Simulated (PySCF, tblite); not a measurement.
# C4H3Cl2FO2: infrared bands and NMR shifts

Wanted: the infrared bands and NMR shifts of C4H3Cl2FO2 (`C=C(C(=O)O)C(F)(Cl)Cl`), by calculation.

Computed with tblite 0.8.0 and PySCF 2.14.0, with density-fitted response routines of our own, on a single molecule in the gas phase. Atoms count from 0, in the outputs and in this text.

## 1. The molecule as given

12 atoms, charge 0, multiplicity 1; geometry from: GFN2-xTB.

Bonds of the start (Å): C0–C1 1.33, C1–C2 1.49, C2–O3 1.20, C2–O4 1.34, C1–C5 1.50, C5–F6 1.35, C5–Cl7 1.78, C5–Cl8 1.78, C0–H9 1.08, C0–H10 1.08, O4–H11 0.97.

## 2. Vibrational analysis with GFN2-xTB

The job: settings as JSON, then the geometry in Å.

```
{"job": {"kind": "ir", "xc": "GFN2-xTB", "basis": "xTB"}, "charge": 0, "multiplicity": 1}
C     -0.131164     1.495183     0.443200
C     -0.139391     0.227361     0.043738
C      1.088873    -0.622146     0.042345
O      1.127927    -1.770868    -0.301832
O      2.163376     0.043311     0.473654
C     -1.386001    -0.447981    -0.444086
F     -2.446171     0.388670    -0.398833
Cl    -1.189565    -0.964278    -2.139024
Cl    -1.780550    -1.856121     0.573497
H     -1.025359     2.094915     0.434996
H      0.780627     1.952280     0.785770
H      2.938599    -0.541012     0.460550
```

**Question.** This job is followed by: GIAO PBE0/pcSseg-1 NMR shielding, non-relativistic, gas phase. What will the session give for the following? strongest single infrared mode (GFN2-xTB); zero-point energy (GFN2-xTB); ¹³C shifts against TMS (PBE0/pcSseg-1); ¹H shifts against TMS (PBE0/pcSseg-1); ¹⁷O shifts against H2O (PBE0/pcSseg-1); ¹⁹F shifts against CFCl3 (PBE0/pcSseg-1); ³⁵Cl shifts against HCl (PBE0/pcSseg-1, means over atoms taken as alike).

**Answer**, as computed:

```
                                                                quantity                           value
                               strongest single infrared mode (GFN2-xTB)           1780 cm⁻¹, 351 km/mol
                                            zero-point energy (GFN2-xTB)                   40.8 kcal/mol
                                  ¹³C shifts against TMS (PBE0/pcSseg-1)  165.5, 146.5, 134.9, 132.5 ppm
                                   ¹H shifts against TMS (PBE0/pcSseg-1)            7.01, 6.64, 6.29 ppm
                                  ¹⁷O shifts against H2O (PBE0/pcSseg-1)                444.8, 199.9 ppm
                                ¹⁹F shifts against CFCl3 (PBE0/pcSseg-1)                       -79.3 ppm
³⁵Cl shifts against HCl (PBE0/pcSseg-1, means over atoms taken as alike)                         455 ppm
```

All 30 modes are real, so the xTB geometry is a minimum. The strongest single mode, at 1780 cm⁻¹, moves mainly C2 and O3. GFN2-xTB is a fitted tight-binding method: band positions and strengths are rough. Its intensities can rank the bands wrongly. C5 stands next to heavy halogen, whose spin-orbit shielding this run leaves out, so the computed shift lies too far downfield, most of all for carbon beside Br or I. The most deshielded carbon is C2 (carboxylic acid carbon), at 165.5 ppm: it is a carbonyl in resonance with an O or N lone pair, the region of acids, esters and amides. At PBE0/pcSseg-1: The widest tensor belongs to Cl7, Cl8: span 774 ppm, with a paramagnetic part of -650 ppm.
